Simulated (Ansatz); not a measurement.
**AlBH₆N₂: a ladder of functionals and wavefunction methods**

An exercise on one series of results from a longer session: the logs are not shown, and one member is left open.

Program: Ansatz 0.2.0, Gaussian basis. Level of theory: functionals in def2-TZVPP, the program's frozen cores in correlated methods. These are calculated values, not measurements.

Levels to be run: LDA (SPW92), PBE-D4, revPBE-D4, BLYP-D4, r2SCAN-D4, B97M-V, PBE0-D4, B3LYP-D4, r2SCANh-D4, r2SCAN0-D4, HSE06-D4, BHLYP-D4, CAM-B3LYP-D4, LC-ωPBE, ωB97X-V, ωB97M-V, B2PLYP, PBE-QIDH; CCSD(T)/def2-SVP; CCSD(T)/def2-TZVPP; MP2/def2-QZVPP; extrapolation to the limit; RPA on PBE.

**The geometry**

The geometry comes from an earlier relaxation with PBE0-D4 in a triple-zeta def2 set; it is a stationary point, not always the lowest conformer.

SMILES `[BH2][Al]([NH2])[NH2]`, 10 atoms, charge 0, spin multiplicity 1.

Atoms are counted from 1 here; the program's logs count them from 0.

Bond lengths: B1–Al2 2.129 Å, B1–H5 1.200 Å, B1–H6 1.200 Å, Al2–N3 1.776 Å, Al2–N4 1.776 Å, N3–H7 1.007 Å, N3–H8 1.007 Å, N4–H9 1.007 Å, N4–H10 1.007 Å. Angles: Al2–B1–H5 122.9°, Al2–B1–H6 122.9°, H5–B1–H6 114.2°, B1–Al2–N3 120.8°, B1–Al2–N4 120.8°, N3–Al2–N4 118.3°, Al2–N3–H7 126.5°, Al2–N3–H8 123.6°, H7–N3–H8 109.9°, Al2–N4–H9 123.6°, Al2–N4–H10 126.5°, H9–N4–H10 109.9°.

The first run:

in.yaml

```yaml
crystal:
  periodic: [false, false, false]
  atoms:
    - {symbol: B, position_ang: [-1.679499, 0.368911, -1.043379]}
    - {symbol: Al, position_ang: [0.099770, -0.025136, 0.056661]}
    - {symbol: N, position_ang: [0.967370, -1.562583, -0.135644]}
    - {symbol: N, position_ang: [0.754068, 1.175112, 1.190121]}
    - {symbol: H, position_ang: [-1.816294, 0.059164, -2.195044]}
    - {symbol: H, position_ang: [-2.633495, 0.918704, -0.565235]}
    - {symbol: H, position_ang: [1.747051, -1.883530, 0.414920]}
    - {symbol: H, position_ang: [0.732090, -2.251784, -0.830858]}
    - {symbol: H, position_ang: [0.273254, 2.022848, 1.442776]}
    - {symbol: H, position_ang: [1.638785, 1.127292, 1.668683]}
basis:
  gaussian: {orbitals: def2-TZVPP}
hamiltonian: {xc: lda}
output: {orbitals: {seedname: orbitals}}
```

Launch:

```bash
$ ansatz run in.yaml --threads 2 --pin off --events-out ev --progress --plain --max-ram 4352MiB
```

Among the steps run: LDA; PBE-D4 (GGA); revPBE-D4 (GGA); BLYP-D4 (GGA); r2SCAN-D4 (meta-GGA); B97M-V (meta-GGA); B3LYP-D4 (hybrid); r2SCANh-D4 (hybrid); r2SCAN0-D4 (hybrid); HSE06-D4 (hybrid); BHLYP-D4 (hybrid); CAM-B3LYP-D4 (range-separated); LC-ωPBE (range-separated); ωB97X-V (range-separated); ωB97M-V (range-separated); B2PLYP (double hybrid); PBE-QIDH (double hybrid).

One of the session's tables, all rows but one given; the rest of the session is left out.

It belongs to the step «Frontier levels by functional». 

```
  functional  HOMO (eV)  LUMO (eV)  gap (eV)
 LDA (SPW92)      -5.64      -3.49      2.15
      PBE-D4      -5.46      -3.21      2.25
   revPBE-D4      -5.40      -3.09      2.31
     BLYP-D4      -5.33      -3.02      2.31
   r2SCAN-D4      -5.74      -2.88      2.85
      B97M-V          ?          ?         ?
     PBE0-D4      -6.81      -2.24      4.57
    B3LYP-D4      -6.57      -2.42      4.14
  r2SCANh-D4      -6.24      -2.55      3.70
  r2SCAN0-D4      -7.02      -2.05      4.96
    HSE06-D4      -6.41      -2.62      3.78
    BHLYP-D4      -8.09      -1.19      6.90
CAM-B3LYP-D4      -8.24      -1.11      7.12
     LC-ωPBE      -9.67       0.07      9.74
     ωB97X-V      -9.27      -0.04      9.23
     ωB97M-V      -9.18      -0.30      8.87
```

**Question.** Estimate the row for B97M-V.

The run gave: HOMO (eV): -5.76; LUMO (eV): -3.04; gap (eV): 2.72. In the column «HOMO (eV)» it lies between r2SCANh-D4 (-6.24) and r2SCAN-D4 (-5.74).
